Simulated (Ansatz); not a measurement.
# C₂H₅BrO: energies up the ladder

The task, for C₂H₅BrO: energies up the ladder.

Method: the levels named in each step, in Ansatz 0.2.0.

### 1 The starting structure

Bond lengths: O1–C2 1.398 Å, C2–C3 1.523 Å, C3–Br4 1.958 Å, O1–H5 0.967 Å, C2–H6 1.100 Å, C2–H7 1.094 Å, C3–H8 1.089 Å, C3–H9 1.088 Å. Angles: O1–C2–C3 112.9°, O1–C2–H6 111.2°, O1–C2–H7 105.9°, C3–C2–H6 109.6°, C3–C2–H7 108.6°, H6–C2–H7 108.5°, C2–O1–H5 108.9°, C2–C3–Br4 110.2°, C2–C3–H8 111.2°, C2–C3–H9 111.6°, Br4–C3–H8 106.4°, Br4–C3–H9 106.8°, H8–C3–H9 110.6°.

Coordinates:

```xyz
9

O    -2.0532   -0.7491    0.9918
C    -1.1134   -1.5693    0.3616
C     0.3175   -1.0803    0.5464
Br    0.5682    0.6336   -0.3659
H    -1.9993    0.1387    0.6115
H    -1.3326   -1.6737   -0.7112
H    -1.2091   -2.5526    0.8321
H     0.5398   -0.9035    1.5976
H     1.0359   -1.7745    0.1152
```

### 2 A rough first relaxation, PBE-D4/def2-SVP

Input file input.yaml:

```yaml
crystal:
  periodic: [false, false, false]
  atoms:
    - { symbol: O, position_ang: [-2.05322, -0.74906, 0.99176] }
    - { symbol: C, position_ang: [-1.11342, -1.56933, 0.36164] }
    - { symbol: C, position_ang: [0.31753, -1.08032, 0.54638] }
    - { symbol: Br, position_ang: [0.56816, 0.63361, -0.36591] }
    - { symbol: H, position_ang: [-1.99927, 0.13866, 0.61152] }
    - { symbol: H, position_ang: [-1.33264, -1.67365, -0.71121] }
    - { symbol: H, position_ang: [-1.2091, -2.55261, 0.83208] }
    - { symbol: H, position_ang: [0.53982, -0.90352, 1.59764] }
    - { symbol: H, position_ang: [1.03594, -1.77447, 0.11516] }
basis:
  gaussian: { orbitals: def2-SVP }
hamiltonian:
  xc: pbe
  dispersion: d4
relax:
  f_tol: 0.03
  max_steps: 200
```

Started as:

```sh
$ ansatz run input.yaml --threads 4 --pin off --max-ram 10240MiB --backend cpu --events-out ev --progress --plain --runs-dir out
```

After this run come: Relaxation, PBE0-D4/def2-TZVPP; Frequencies, PBE0-D4/def2-TZVPP; Single point, PBE-D4/def2-TZVPP; Single point, r2SCAN-D4/def2-TZVPP; Single point, B3LYP-D4/def2-TZVPP; Single point, wB97M-V/def2-TZVPP; Single point, B2PLYP/def2-TZVPP; Single point, LDA/def2-TZVPP; Single point, PBE0-D4/def2-SVP; Single point, PBE-D4/def2-SVP; Single point, CCSD(T)/def2-TZVPP; Single point, MP2/def2-QZVPP.

**Question.** What will these runs give? Wanted: O1–C2 at PBE0-D4/def2-TZVPP; C2–C3 at PBE0-D4/def2-TZVPP; C3–Br4 at PBE0-D4/def2-TZVPP; frequencies at PBE0-D4/def2-TZVPP; energy at CCSD(T)/CBS.

**Answer**, as computed:

| quantity | value |
| --- | --- |
| O1–C2 at PBE0-D4/def2-TZVPP | 1.401 Å |
| C2–C3 at PBE0-D4/def2-TZVPP | 1.508 Å |
| C3–Br4 at PBE0-D4/def2-TZVPP | 1.952 Å |
| frequencies at PBE0-D4/def2-TZVPP | 139 to 3829 cm⁻¹ |
| energy at CCSD(T)/CBS | -74221.846 eV |

No mode is imaginary, so the geometry is a minimum. These totals serve in differences with atoms or fragments at the same level; alone they don't rank the methods.
